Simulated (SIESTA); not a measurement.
## InSb3 under changes of volume

One of the cells (27.865 Å³/atom); the others are scaled copies at fixed shape and fractional positions:

```
Sb In
1.0
     0.00000    3.81969    3.81969
     3.81969    0.00000    3.81969
     3.81969    3.81969    0.00000
Sb In
3 1
Cartesian
  3.8197 3.8197 3.8197
  5.7295 5.7295 5.7295
  1.9098 1.9098 1.9098
  0.0000 0.0000 0.0000
```

The cell comes from a database or a generator and needn't be the stable form of this composition.

| Property | Result |
| --- | --- |
| Program | SIESTA 5.4.2 |
| Functional | PBE |
| Potentials or basis | PseudoDojo 0.4 standard (PBE files) |
| Basis | DZP (energy shift 0.003 Ry; two zetas on semicore shells) |
| Grid cutoff | 500 Ry |
| Energy shift | 0.003 Ry |
| k mesh | 6 × 6 × 6 |
| Occupations | fermi-dirac, width 0.05 eV |
| Spin | no spin polarisation |

```tsv
volume (Å³/atom)	energy over the lowest point (meV/atom)	pressure (GPa)
25.679	34.64	5.3
26.226	19.25	3.8
26.772	?	?
27.865	0.00	0.2
28.411	1.07	-0.8
28.957	6.57	-1.7
```

Task: What does the run at 26.772 Å³/atom give?

Result: Energy over the lowest point 8.68 meV/atom; pressure 2.5 GPa.

Worked out: A Birch-Murnaghan fit of order 3 (a polynomial in V^(-2/3)) to the other rows has its minimum at 27.92 Å³/atom with B0 = V·E''(V) = 58 GPa (rough, since the energies scatter). It gives 8.59 meV/atom at 26.772 Å³/atom, against the run's 8.68, and -dE/dV = 2.5 GPa, against 2.5.

Energies are extrapolated to zero smearing.

Caveats: the basis of atomic orbitals isn't converged, which shifts pressures, moduli and gaps.
